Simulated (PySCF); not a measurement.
**The bond of CdSi, level by level**

What are the lowest state that PBE0 finds, the bond length, vibrational wavenumber and bond energy of CdSi, and how much do these hang on the method?

Method: Cd def2-SVPD with ECP28, Si def2-SVPD, scalar-relativistic core potentials; program: PySCF 2.14.0.

### 1 The job

Settings of the job:

```
atoms                         : Cd, Si
charge                        : 0
basis                         : Cd def2-SVPD with ECP28, Si def2-SVPD
Hamiltonian                   : scalar-relativistic core potentials
basis functions               : 58
electrons treated             : 34
masses in u                   : 113.9034, 27.9769
levels                        : PBE0, PBE, r²SCAN, BLYP, PW91, M06, CAM-B3LYP, HF, MP2, SCS-MP2
grid                          : 80 radial by 434 angular points
occupations                   : held fixed by the projection of orbital angular momentum
dissociation limit            : Cd + Si, each in its ground configuration
starting distance in angstrom : 2.515
values of 2S to try           : 0, 2
```

On the command line:

```
$ OMP_NUM_THREADS=1 python dia.py task.json out
```

Further steps of the session: PBE0 along the bond; Higher solutions at PBE0; PBE (GGA); r²SCAN; BLYP (GGA); PW91; M06 (hybrid meta-GGA); CAM-B3LYP (range-separated hybrid); ROHF (mean field).

What does the calculation give? Wanted: for each run, Re; ωe; De; μ.

**Answer**, as computed:

Lowest PBE0 solution found, without spin–orbit coupling: ³Σ⁻ (triplet), unpaired electrons π ↑↑. State 2 has its PBE0 minimum 0.27 eV higher, as a spin-mixed determinant (⟨S²⟩ = 1.01), so this is no gap between pure states. State 3 has its PBE0 minimum 0.63 eV higher. State 4 has its PBE0 minimum 0.80 eV higher, as a spin-mixed determinant (⟨S²⟩ = 1.02), so this is no gap between pure states. The other levels ran on the lowest alone.

```
       level  Re (Å)  ωe (cm⁻¹)  De (eV)  μ (D)
        ROHF   2.961       94.0    0.110  -2.27
    ROHF-MP2   2.568      218.5     0.66    n/a
ROHF-SCS-MP2   2.619      194.5     0.51    n/a
         PBE   2.562      231.2     0.91  -2.28
        PW91   2.559      231.6     0.92  -2.23
        BLYP   2.618      203.3     0.63  -1.93
      r²SCAN   2.538      239.2     0.93  -2.49
        PBE0   2.576      224.6     0.81  -2.61
         M06   2.595      214.2     0.73  -1.69
   CAM-B3LYP   2.618      193.7     0.52  -2.31
```

De is counted to Cd + Si in their ground configurations. A positive dipole means Cd(−)Si(+).

What this shows: The methods spread over 0.423 Å in bond length, from r²SCAN to ROHF. Among the levels with a De in the table, it runs from 0.110 eV (ROHF) to 0.93 eV (r²SCAN).

Correlated steps freeze 5 core orbitals. Spin–orbit coupling is left out.
